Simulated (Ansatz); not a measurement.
# BrClH2Sn: the cost of one run

Program: Ansatz 0.2.0, driven from Python. Level of theory: MP2/def2-SVP. These are calculated values, not measurements.

**1. Starting point**

Bond lengths: Cl1–Sn2 2.295 Å, Sn2–Br3 2.510 Å, Sn2–H4 1.735 Å, Sn2–H5 1.749 Å. Angles: Cl1–Sn2–Br3 108.1°, Cl1–Sn2–H4 111.9°, Cl1–Sn2–H5 110.2°, Br3–Sn2–H4 108.9°, Br3–Sn2–H5 109.3°, H4–Sn2–H5 108.3°.

No structure file is read: the coordinates are typed or built in the script.

**2. Script**

brclh2sn_deck.py reads:

```python
'''BrClH2Sn through the session interface.'''

import ansatz as az
import numpy as np

deck = {
    'crystal': {
        'periodic': [False, False, False],
        'atoms': [
            {'symbol': 'Cl', 'position_ang': [-2.0273, 0.5161, -0.795]},
            {'symbol': 'Sn', 'position_ang': [0.0216, 0.0646, 0.1347]},
            {'symbol': 'Br', 'position_ang': [1.2195, -1.5532, -1.3648]},
            {'symbol': 'H', 'position_ang': [-0.1241, -0.6354, 1.7151]},
            {'symbol': 'H', 'position_ang': [0.9602, 1.5342, 0.2685]},
        ],
    },
    'basis': {'gaussian': {'orbitals': 'def2-SVP'}},
    'correlation': {'method': 'mp2'},
    'output': {'forces': True},
}
session = az.Session.from_dict(deck)
rep = session.plan(threads=1).execute().report

print(f'E = {rep["free_energy_ev"]:.6f} eV = {rep["free_energy_ev"] / 27.211386246:.7f} Ha')
print('converged:', rep['converged'], ' doubts:', rep['published_state_doubts'] or 'none')
symbols = ['Cl', 'Sn', 'Br', 'H', 'H']
print('correlation energy', round(rep['free_energy_ev'] - rep['reference_energy_ev'], 5), 'eV')
cluster = rep['correlation'].get('coupled_cluster')
if cluster:
    print('cycles', cluster['cycles'], ' T1 diagnostic', round(cluster['t1_diagnostic'], 4), ' largest double', round(cluster['largest_double'], 4))
field = rep['mean_field']
print('<S^2> =', round(abs(field['state']['spin_squared']), 4), ' all-electron relativity setting:', field['relativity'])
print('passes:', field['passes'])
if 'symmetry' in field:
    print('occupied orbitals by irrep:', field['symmetry']['occupied'])

forces = np.array(rep['forces_ev_ang'])
print('largest force', round(float(np.linalg.norm(forces, axis=1).max()), 4), 'eV/A, rms', round(float(np.sqrt((forces ** 2).mean())), 4))
charges = rep['charge_distribution']
print('dipole moment', round(4.803205 * float(np.linalg.norm(charges['dipole_moment_e_ang'])), 3), 'D')
print('Mulliken:', [(s, round(q, 3)) for s, q in zip(symbols, charges['mulliken_charges_e'])])
```

**3. Launch**

Started as:

```bash
python brclh2sn_deck.py
```

Q: Estimate wall time and peak memory on 1 thread of Arm Neoverse N1, shared host.

About 7.5 s, with a peak of 0.24 GiB.
